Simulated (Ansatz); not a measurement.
# GaSiP: the cost of one run

Program: Ansatz 0.2.0. Level of theory: DFT PBE, scalar-relativistic, plane waves, PAW. These are calculated values, not measurements.

## (1) The starting structure

The structure is tetragonal, space group P4/nmm (No. 129). The conventional cell has a = 3.861 Å, b = 3.861 Å, c = 6.725 Å, α = 90.00°, β = 90.00°, γ = 90.00°. Around Ga (site symmetry 4mm) lie 5 P at 2.53 to 2.78 Å and 4 Si at 3.05 Å. Si (site symmetry -4m2) has 4 P at 2.66 Å and 4 Si at 2.73 Å and 4 Ga at 3.05 Å as nearest neighbours. P (site symmetry 4mm) has 5 Ga at 2.53 to 2.78 Å and 4 Si at 2.66 Å as nearest neighbours.

Structure file:

```
Ga Si P
1.0
     3.86079    0.00000    0.00000
     0.00000    3.86079    0.00000
     0.00000    0.00000    6.72474
Ga Si P
2 2 2
Cartesian
  0.0000 1.9304 2.3604
  1.9304 0.0000 4.3644
  0.0000 0.0000 0.0000
  1.9304 1.9304 0.0000
  0.0000 1.9304 4.8889
  1.9304 0.0000 1.8359
```

This is candidate A: MnVAs type (P4/nmm, No. 129).

(A quick probe on a coarse mesh, which set the mesh and smearing, is not shown.)

## (3) Full relaxation (candidate A)

Input file input.yaml:

```yaml
crystal:
  lattice:
    - [3.8607894404, 0.0, 0.0]
    - [0.0, 3.8607894404, 0.0]
    - [0.0, 0.0, 6.7247442079]
  atoms:
    - { symbol: Ga, position: [0.0, 0.5, 0.351] }
    - { symbol: Ga, position: [0.5, 0.0, 0.649] }
    - { symbol: Si, position: [0.0, 0.0, 0.0] }
    - { symbol: Si, position: [0.5, 0.5, 0.0] }
    - { symbol: P, position: [0.0, 0.5, 0.727] }
    - { symbol: P, position: [0.5, 0.0, 0.273] }
basis:
  ecutwfc: 420
kpoints:
  mp_grid: { grid: [10, 10, 6] }
hamiltonian:
  xc: pbe
scf:
  occupations: { method: gaussian, width: 0.1 }
output:
  forces: true
  stress: true
  eigenvalues: true
relax:
  adjacent_minimum: "off"
  f_tol: 0.01
  max_steps: 80
  cell: { stress_tol: 0.05 }
```

Launch:

```
$ ansatz run input.yaml --threads 1 --pin off --max-ram 2560MiB --backend cpu --events-out ev --progress --plain --runs-dir out
```

What time and memory should one allow on 1 thread of Arm Neoverse V2, shared host?

About 3.2 min, with a peak of 0.48 GiB.
